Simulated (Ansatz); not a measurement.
# ZnO: the cost of one run

Method: DFT PBE, scalar-relativistic, plane waves, PAW, and further levels as typed in the inputs, in Ansatz 0.2.0.

### 1 The starting structure

Symmetry: P6_3mc, No. 186, hexagonal system. Conventional cell: a = 3.249 Å, b = 3.249 Å, c = 5.204 Å, α = 90.00°, β = 90.00°, γ = 120.00°. Zn (site symmetry 3m) is surrounded by 4 O at 1.97 to 1.99 Å. O (site symmetry 3m) has 4 Zn at 1.97 to 1.99 Å as nearest neighbours.

Structure file:

```xyz
4
Lattice="3.2494 0.0000 0.0000 -1.6247 2.8141 0.0000 0.0000 0.0000 5.2038" Properties=species:S:1:pos:R:3 pbc="T T T"
Zn    0.0000    1.8760    0.0000
Zn    1.6247    0.9380    2.6019
O     0.0000    1.8760    1.9884
O     1.6247    0.9380    4.5903
```

The structure rests on an entry of the Crystallography Open Database; cell or positions may have been set otherwise for this series.

### 2 Relaxing the atoms: ZnO, no spin

Contents of input.yaml:

```yaml
crystal:
  lattice:
    - [3.2494, 0.0, 0.0]
    - [-1.6247, 2.8140629471, 0.0]
    - [0.0, 0.0, 5.2038]
  atoms:
    - { symbol: Zn, position: [0.3333333333, 0.6666666667, 0.0] }
    - { symbol: Zn, position: [0.6666666667, 0.3333333333, 0.5] }
    - { symbol: O, position: [0.3333333333, 0.6666666667, 0.3821] }
    - { symbol: O, position: [0.6666666667, 0.3333333333, 0.8821] }
scf:
  occupations: { method: fixed }
output:
  forces: true
  stress: true
  eigenvalues: true
  write_density: true
  write_potential: true
  elf: true
  volumetric_format: npy
kpoints:
  mp_grid: { grid: [8, 8, 5] }
relax:
  f_tol: 0.0005
  max_steps: 60
```

Run with:

```bash
ansatz run input.yaml --threads 8 --pin off --max-ram 24576MiB --backend cpu --events-out ev --progress --plain --runs-dir out
```

What time and memory should one allow on 8 threads of Intel Xeon 6975P-C (Granite Rapids), shared host?

About 1.4 s, with a peak of 0.51 GiB.
